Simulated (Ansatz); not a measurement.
I need a ladder of methods at one geometry of C₂H₇AlN, SMILES C[CH2][Al][NH2]. Use the Python package of Ansatz (0.2.0). Use (for the species named): MP2, def2-SVP basis, multiplicity 2. The script varies method: mp2, ccsd, ccsd_t.

```xyz
11

C    -0.6953    1.1176    0.3046
C    -0.4099   -0.1296    1.0278
Al    1.3074   -0.8806    0.3966
N     1.6461   -1.3382   -1.4308
H    -0.8233    0.9663   -0.8166
H    -1.7163    1.5700    0.6571
H     0.0661    1.9308    0.4811
H    -0.3037    0.0886    2.1126
H    -1.1977   -0.8622    0.8871
H     0.8224   -2.0340   -1.6368
H     1.3694   -0.4856   -1.9621
```

Script `run_methods.py`:
```python
'''C2H7AlN at several levels of theory.'''

import argparse
import logging
import sys

import ansatz as az

logging.basicConfig(stream=sys.stdout, format='%(levelname)s %(message)s')
log = logging.getLogger('c2h7aln')
log.setLevel(logging.INFO)

parser = argparse.ArgumentParser(description='C2H7AlN at several levels of theory.')
parser.add_argument('--basis-set', default='def2-SVP', help='Gaussian basis set')
args = parser.parse_args()

geometry_ang = [
    ('C', (-0.6953, 1.1176, 0.3046)),
    ('C', (-0.4099, -0.1296, 1.0278)),
    ('Al', (1.3074, -0.8806, 0.3966)),
    ('N', (1.6461, -1.3382, -1.4308)),
    ('H', (-0.8233, 0.9663, -0.8166)),
    ('H', (-1.7163, 1.57, 0.6571)),
    ('H', (0.0661, 1.9308, 0.4811)),
    ('H', (-0.3037, 0.0886, 2.1126)),
    ('H', (-1.1977, -0.8622, 0.8871)),
    ('H', (0.8224, -2.034, -1.6368)),
    ('H', (1.3694, -0.4856, -1.9621)),
]
geometry = az.Crystal.molecule()
for symbol, xyz in geometry_ang:
    geometry = geometry.atom(symbol, xyz)

base = (
    geometry.calculation()
    .basis(gaussian=args.basis_set)
    .spin('collinear', total=1)
)

methods = ['mp2', 'ccsd', 'ccsd_t']
reports = [base.correlation(m).run().report for m in methods]
log.info(f'Hartree-Fock reference {reports[0]["reference_energy_ev"] / 27.211386246:.6f} Ha')
best = reports[-1]['free_energy_ev'] - reports[-1]['reference_energy_ev']
for method, each in zip(methods, reports):
    gained = each['free_energy_ev'] - each['reference_energy_ev']
    log.info(f'{method:8s} total {each["free_energy_ev"] / 27.211386246:.6f} Ha  correlation {gained:9.4f} eV  ({100 * gained / best:.1f} % of the last)')
```

```console
$ python run_methods.py
INFO Hartree-Fock reference -375.965464 Ha
INFO mp2      total -376.482441 Ha  correlation  -14.0677 eV  (89.1 % of the last)
INFO ccsd     total -376.529269 Ha  correlation  -15.3419 eV  (97.1 % of the last)
INFO ccsd_t   total -376.545982 Ha  correlation  -15.7967 eV  (100.0 % of the last)
```

Notes:
- Total energies depend on the basis set; only differences at equal settings carry meaning.
- The geometry is a force-field or estimated start, not a minimum of this method, and the basis set is short of its limit. A lower total doesn't mark the better method: functionals have no common bound, and MP2 and coupled cluster aren't variational.
- The run takes the species as open-shell (spin multiplicity 2), which needn't be its ground state.
- Inner cores stay frozen, so this is valence correlation.
- Timing: 86 s on 1 thread of Arm Neoverse V1, on a shared host, peak memory 0.78 GiB.
